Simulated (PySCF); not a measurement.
# Accurate constants of PbO, step by step

One table from this session's results is given with a row withheld; the runs are named, their logs left out.

Method: CCSD(T) on RHF, scalar-relativistic core potentials; program: PySCF 2.14.0.

Set-up of the first run:

| Item | Value |
| --- | --- |
| molecule | PbO |
| state | singlet, unpaired electrons none |
| smaller basis | Pb cc-pwCVDZ-PP with ECP60, O aug-cc-pVDZ |
| larger basis | Pb cc-pwCVTZ-PP with ECP60, O aug-cc-pVTZ |
| frozen core orbitals | 5 |
| extrapolation | correlation as n⁻³ (n = 2, 3), Hartree–Fock as (n+1)·exp(−9√n) |
| corrections | core–valence correlation |
| distances (Å) | 1.6915, 1.7683, 1.8452, 1.9221, 1.9990, 2.0951, 2.1912 |
| masses (u) | 207.9766, 15.9949 |
| dissociation limit | Pb + O |

Started as:

```bash
> OMP_NUM_THREADS=4 python comp.py task.json out
```

Steps of the session up to this table: Coupled cluster at each distance.

One of the session's tables, all rows but one given; the rest of the session is left out.

It belongs to the step «Coupled cluster at each distance». Parts of the energy along the bond, in eV from Pb + O:

| R (Å) | HF/CBS | CCSD corr. | (T) | core–valence |
| --- | --- | --- | --- | --- |
| 1.6915 | -0.119 | -3.353 | -0.4591 | -0.0159 |
| 1.7683 | -0.734 | -3.429 | -0.5073 | -0.0130 |
| 1.8452 | -0.954 | -3.516 | -0.5619 | -0.0108 |
| 1.9221 | ? | ? | ? | ? |
| 1.9990 | -0.656 | -3.707 | -0.6903 | -0.0080 |
| 2.0951 | -0.184 | -3.829 | -0.7830 | -0.0072 |
| 2.1912 | 0.393 | -3.948 | -0.8836 | -0.0068 |

Q: Estimate the row for R (Å) = 1.9221 from the others.

Worked estimate for «HF/CBS». A straight line through the neighbours (1.8452, -0.954) and (1.9990, -0.656) gives -0.954 + (-0.656 + 0.954) × (1.9221 − 1.8452) / (1.9990 − 1.8452) = -0.805; a parabola fitted to 4 rows on both sides gives -0.895.

As computed: HF/CBS: -0.899; CCSD corr.: -3.610; (T): -0.6229; core–valence: -0.0092. In «HF/CBS» the line misses by +0.094 and the parabola by +0.004.

Caveats from the session: An extrapolation from double and triple zeta is rough, so this isn't yet the limit.
